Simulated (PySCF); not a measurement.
**NbN2H5O2 (SMILES [NH]=[Nb]([NH2])([OH])[OH]) at 3 levels**

Aim: a comparison of 3 runs (HF/STO-3G, B3LYP/def2-SVPD, CCSD/def2-SVP) of NbN2H5O2. 

Program for the calculation: PySCF 2.14.0.

## (1) The system as given

NbN2H5O2: 10 atoms, total charge 0, spin state singlet. SMILES: `[NH]=[Nb]([NH2])([OH])[OH]`. Geometry: relaxed at PBE0-D4/def2-TZVP. This is one conformer, not always the lowest.

Bond lengths: N1–Nb2 1.748 Å, Nb2–N3 1.976 Å, Nb2–O4 1.912 Å, Nb2–O5 1.912 Å, N1–H6 1.008 Å, N3–H7 1.011 Å, N3–H8 1.007 Å, O4–H9 0.956 Å, O5–H10 0.956 Å. Some angles: N1–Nb2–N3 104.0°, N1–Nb2–O4 111.4°, N1–Nb2–O5 111.4°, N3–Nb2–O4 110.7°, N3–Nb2–O5 110.7°, O4–Nb2–O5 108.6°, Nb2–N1–H6 175.5°, Nb2–N3–H7 123.2°, Nb2–N3–H8 126.4°, Nb2–O4–H9 130.8°.

## (2) Energy and forces at HF/STO-3G (run 1)

Input file geometry.xyz:

```xyz
10

N     -1.241200     0.488400    -1.015400
Nb     0.022300     0.214100     0.161500
N      0.716300    -1.580500    -0.289700
O     -0.666700     0.242900     1.944500
O      1.404200     1.527400     0.021400
H     -1.981900     0.716200    -1.659800
H      1.466400    -2.028100     0.219000
H      0.393000    -2.175700    -1.035100
H     -1.564600     0.310700     2.266900
H      1.535100     2.233400    -0.610400
```

Input file calc.py:

```python
from pyscf import gto

mol = gto.M(
    atom='geometry.xyz',
    max_memory=1860,
    basis='sto-3g',
    verbose=3,
)

myscf = mol.RHF()
myscf.conv_tol = 1e-10
myscf.kernel()
if not myscf.converged:
    myscf = myscf.newton().run(myscf.mo_coeff, myscf.mo_occ)

etot = myscf.e_tot
print('E(%s) = %.9f' % ('HF', etot))
grad = myscf.nuc_grad_method().kernel()
myscf.analyze()
```

Command:

```bash
OMP_NUM_THREADS=1 python calc.py
```

The log of the run:

```text
converged SCF energy = -3974.25193559926
[... 13 lines left out ...]
MO #4   energy= -88.4140253327542  occ= 2
[... 5 lines left out ...]
MO #10  energy= -15.2291491464541  occ= 2
[... 5 lines left out ...]
MO #16  energy= -7.85990148425365  occ= 2
[... 5 lines left out ...]
MO #22  energy= -1.65591830164197  occ= 2
[... 5 lines left out ...]
MO #28  energy= -0.551895911104697 occ= 2
[... 5 lines left out ...]
MO #34  energy= -0.361699581646578 occ= 2
[... 5 lines left out ...]
MO #40  energy= 0.283122430186538  occ= 0
[... 5 lines left out ...]
MO #46  energy= 0.625422432815294  occ= 0
[... 5 lines left out ...]
MO #52  energy= 0.923336653157659  occ= 0
[... 11 lines left out ...]
Dipole moment(X, Y, Z, Debye): -0.61852,  0.16997, -0.55418
```

It took 15 s on 1 thread of Intel Xeon at 2.50GHz (Skylake/Cascade Lake), shared host; peak memory 0.13 GiB.

## (3) Energy and gradient at B3LYP/def2-SVPD (core potential) (run 2)

Input file mol.xyz:

```xyz
10
H5N2NbO2
N     -1.241200     0.488400    -1.015400
Nb     0.022300     0.214100     0.161500
N      0.716300    -1.580500    -0.289700
O     -0.666700     0.242900     1.944500
O      1.404200     1.527400     0.021400
H     -1.981900     0.716200    -1.659800
H      1.466400    -2.028100     0.219000
H      0.393000    -2.175700    -1.035100
H     -1.564600     0.310700     2.266900
H      1.535100     2.233400    -0.610400
```

Input file job.py:

```python
from pyscf import gto, dft

molecule = gto.Mole()
molecule.atom = 'mol.xyz'
molecule.basis = 'def2-svpd'
molecule.ecp = {'Nb': 'def2-svp'}
molecule.max_memory = 1860
molecule.verbose = 4
molecule.build()

mf = dft.RKS(molecule)
mf.xc = 'b3lyp'
mf.grids.level = 5
mf.conv_tol = 1e-10
mf.kernel()
if not mf.converged:
    mf = mf.newton().run(mf.mo_coeff, mf.mo_occ)

e_final = mf.e_tot
print('E(%s) = %.9f' % ('B3LYP', e_final))
grad = mf.nuc_grad_method().kernel()
mf.analyze()
```

Command:

```bash
OMP_NUM_THREADS=1 python job.py
```

The log of the run:

```text
PySCF version 2.14.0

[... 108 lines left out ...]
DFT Exchange-Correlation Energy =      -39.702816321062159
[... 21 lines left out ...]
MO #20  energy= -0.334756354250722 occ= 2
[... 19 lines left out ...]
MO #40  energy= 0.145974114498768  occ= 0
[... 19 lines left out ...]
MO #60  energy= 0.360064368673263  occ= 0
[... 19 lines left out ...]
MO #80  energy= 0.584496639539292  occ= 0
[... 19 lines left out ...]
MO #100 energy= 1.09772574321465   occ= 0
[... 19 lines left out ...]
MO #120 energy= 1.72794782744387   occ= 0
[... 19 lines left out ...]
MO #140 energy= 2.41218867939356   occ= 0
[... 19 lines left out ...]
MO #160 energy= 36.3723218445658   occ= 0
[... 173 lines left out ...]
Dipole moment(X, Y, Z, Debye): -0.77904, -0.29535, -1.03747
```

Run time: 3.6 min. Hardware: 1 thread of Intel Xeon at 2.50GHz (Skylake/Cascade Lake), shared host; peak memory 2 GiB.

## (4) A single-point energy at CCSD/def2-SVP (core potential) (run 3)

Input file start.xyz:

```xyz
10
H5N2NbO2
N     -1.241200     0.488400    -1.015400
Nb     0.022300     0.214100     0.161500
N      0.716300    -1.580500    -0.289700
O     -0.666700     0.242900     1.944500
O      1.404200     1.527400     0.021400
H     -1.981900     0.716200    -1.659800
H      1.466400    -2.028100     0.219000
H      0.393000    -2.175700    -1.035100
H     -1.564600     0.310700     2.266900
H      1.535100     2.233400    -0.610400
```

Input file calc.py:

```python
# [NH]=[Nb]([NH2])([OH])[OH]
from pyscf import gto, cc

mol = gto.Mole()
mol.atom = 'start.xyz'
mol.spin = 0
mol.verbose = 3
mol.ecp = {'Nb': 'def2-svp'}
mol.max_memory = 1860
mol.basis = 'def2-svp'
mol.build()

mf = mol.RHF()
mf.conv_tol = 1e-10
mf.kernel()
if not mf.converged:
    mf = mf.newton().run(mf.mo_coeff, mf.mo_occ)

mycc = cc.CCSD(mf, frozen=4)
mycc.kernel()
energy = mycc.e_tot
print(f'total energy: {energy:.8f} hartree')
dip = mf.dip_moment()
pop, q = mf.mulliken_pop()
```

Command:

```bash
OMP_NUM_THREADS=1 python calc.py
```

The log of the run:

```text
converged SCF energy = -317.832441237712
[... 1 line left out ...]
total energy: -318.89053008 hartree
Dipole moment(X, Y, Z, Debye): -0.90193, -0.25769, -1.14485
[... 123 lines left out ...]
charge of    9H =      0.23965
```

Wall time 2 min (1 thread of Intel Xeon at 2.50GHz (Skylake/Cascade Lake), shared host); peak memory 1.2 GiB.

## (5) All runs side by side

| run | level | core potential | integration grid | energy (Eh) | dipole moment (D) of the reference | HOMO energy (eV) | LUMO energy (eV) | wall time |
| --- | --- | --- | --- | --- | --- | --- | --- | --- |
| 1 | HF/STO-3G | – | – | -3974.251936 | 0.85 | -7.76 | 7.51 | 15 s |
| 2 | B3LYP/def2-SVPD (core potential) | def2-svp | 5 | -319.956523 | 1.33 | -7.27 | -0.73 | 3.6 min |
| 3 | CCSD/def2-SVP (core potential) | def2-svp | – | -318.890530 | 1.48 | -10.84 | 2.24 | 2 min |

## (6) Outcome

```
                                          quantity          value
                               run 3: total energy  -318.89053 Eh
       run 3: dipole moment (Hartree–Fock density)         1.48 D
        run 3: HOMO energy (Hartree–Fock orbitals)      -10.84 eV
        run 3: LUMO energy (Hartree–Fock orbitals)        2.24 eV
      run 3: HOMO–LUMO gap (Hartree–Fock orbitals)       13.08 eV
run 3: correlation energy (4 core orbitals frozen)    -1058.1 mEh
                              run 3: T1 diagnostic          0.021
```

Some runs of one species differ in core potentials or relativity; totals across that change don't compare. In run 1 the basis is minimal, so the values are rough. In run 1 relativity is left out where basis or elements ask for it. All runs together took 5.9 min, the longest 3.6 min.
